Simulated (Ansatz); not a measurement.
**SiO2: further runs on the relaxed cell**

The task here is to estimate one member of a computed series from the others.

Computed with Ansatz 0.2.0 (DFT LDA, scalar-relativistic, plane waves, PAW, unless a step's input says otherwise).

## Starting point

The structure is hexagonal, space group P6_522 (No. 179). The conventional cell has a = 7.275 Å, b = 7.275 Å, c = 6.994 Å, α = 90.00°, β = 90.00°, γ = 120.00°. Around Si (site symmetry 2) lie 4 O at 1.60 Å. Around O (site symmetry 2) lie 2 Si at 1.60 Å.

Coordinates:

```cif
data_structure
_symmetry_space_group_name_H-M 'P 1'
_symmetry_Int_Tables_number 1
_cell_length_a 7.2750
_cell_length_b 7.2750
_cell_length_c 6.9941
_cell_angle_alpha 90.000
_cell_angle_beta 90.000
_cell_angle_gamma 120.000
_cell_volume 320.58
loop_
_atom_site_label
_atom_site_type_symbol
_atom_site_fract_x
_atom_site_fract_y
_atom_site_fract_z
_atom_site_occupancy
Si1 Si 0.53367 0.76683 0.41667 1
Si2 Si 0.46633 0.23317 0.91667 1
Si3 Si 0.23317 0.46633 0.75000 1
Si4 Si 0.76683 0.23317 0.58333 1
Si5 Si 0.76683 0.53367 0.25000 1
Si6 Si 0.23317 0.76683 0.08333 1
O1 O 0.61252 0.38748 0.08333 1
O2 O 0.00000 0.68300 0.16667 1
O3 O 0.77495 0.38748 0.41667 1
O4 O 0.68300 0.68300 0.33333 1
O5 O 0.31700 0.31700 0.83333 1
O6 O 0.61252 0.22505 0.75000 1
O7 O 0.22505 0.61252 0.91667 1
O8 O 0.31700 0.00000 0.00000 1
O9 O 0.00000 0.31700 0.66667 1
O10 O 0.38748 0.77495 0.25000 1
O11 O 0.38748 0.61252 0.58333 1
O12 O 0.68300 0.00000 0.50000 1
```

It goes back to an entry of the Materials Project, which need not be the stable form.

It is the result of an earlier relaxation at this level (volume 17.81 Å³/atom; gap on the mesh: 5.66 eV).

Set-up of the first run:

Contents of input.yaml:

```yaml
crystal:
  lattice:
    - [7.2015343651, 0.0, 0.0]
    - [-3.6007671826, 6.2367117064, 0.0]
    - [0.0, 0.0, 6.9234655016]
  atoms:
    - { symbol: Si, position: [0.5336655287, 0.7668327644, 0.4166666667] }
    - { symbol: Si, position: [0.4663344713, 0.2331672356, 0.9166666667] }
    - { symbol: Si, position: [0.2331672356, 0.4663344713, 0.75] }
    - { symbol: Si, position: [0.7668327644, 0.2331672356, 0.5833333333] }
    - { symbol: Si, position: [0.7668327644, 0.5336655287, 0.25] }
    - { symbol: Si, position: [0.2331672356, 0.7668327644, 0.0833333333] }
    - { symbol: O, position: [0.6125229397, 0.3874770603, 0.0833333333] }
    - { symbol: O, position: [0.0, 0.682997084, 0.1666666667] }
    - { symbol: O, position: [0.7749541206, 0.3874770603, 0.4166666667] }
    - { symbol: O, position: [0.682997084, 0.682997084, 0.3333333333] }
    - { symbol: O, position: [0.317002916, 0.317002916, 0.8333333333] }
    - { symbol: O, position: [0.6125229397, 0.2250458794, 0.75] }
    - { symbol: O, position: [0.2250458794, 0.6125229397, 0.9166666667] }
    - { symbol: O, position: [0.317002916, 0.0, 0.0] }
    - { symbol: O, position: [0.0, 0.317002916, 0.6666666667] }
    - { symbol: O, position: [0.3874770603, 0.7749541206, 0.25] }
    - { symbol: O, position: [0.3874770603, 0.6125229397, 0.5833333333] }
    - { symbol: O, position: [0.682997084, 0.0, 0.5] }
basis:
  ecutwfc: 420
kpoints:
  mp_grid: { grid: [6, 6, 4] }
hamiltonian:
  xc: lda
scf:
  occupations: { method: gaussian, width: 0.02 }
output:
  forces: true
  stress: true
  eigenvalues: true
relax:
  adjacent_minimum: "off"
  f_tol: 0.01
  max_steps: 30
  cell: { stress_tol: 0.1, fix: [volume] }
```

Launch:

```console
ansatz run input.yaml --threads 4 --pin off --max-ram 10240MiB --backend cpu --events-out ev --progress --plain --runs-dir out
```

Among the steps run: Point at V/V0 = 0.97; The cell scaled to 1.03 of its volume; The cell scaled to 0.94 of its volume; The cell scaled to 1.06 of its volume; Volume × 0.91; Volume × 1.10; Volume × 0.88.

One table of the session follows, with a row left open; its other results are not shown here.

It belongs to the step «Equation of state». 

```
volume (Å³/atom)  energy above the lowest point (meV/atom)  pressure (GPa)  gap on the mesh (eV)
          15.673                                     119.0           18.51                  5.57
          16.207                                      65.3           13.74                  5.68
          16.741                                      28.0            8.73                  5.71
          17.276                                         ?               ?                     ?
          17.810                                       0.0            0.00                  5.66
          18.344                                       6.2           -3.67                  5.57
          18.878                                      23.9           -6.88                  5.45
          19.591                                      62.9          -10.56                  5.23
```

Estimate the missing values for volume (Å³/atom) = 17.276.

Worked estimate for «energy above the lowest point (meV/atom)». A straight line through the neighbours (16.741, 28.0) and (17.810, 0.0) gives 28.0 + (0.0 − 28.0) × (17.276 − 16.741) / (17.810 − 16.741) = 14.0; a parabola fitted to 4 rows on both sides gives 6.7.

**Answer.** energy above the lowest point (meV/atom): 6.8; pressure (GPa): 4.13; gap on the mesh (eV): 5.70. In «energy above the lowest point (meV/atom)» the line misses by +7.2 and the parabola by -0.1.

Limits of these values: The gap on the mesh goes from 5.57 eV at the smallest volume to 5.23 eV at the largest, through a peak of 5.71 eV between.
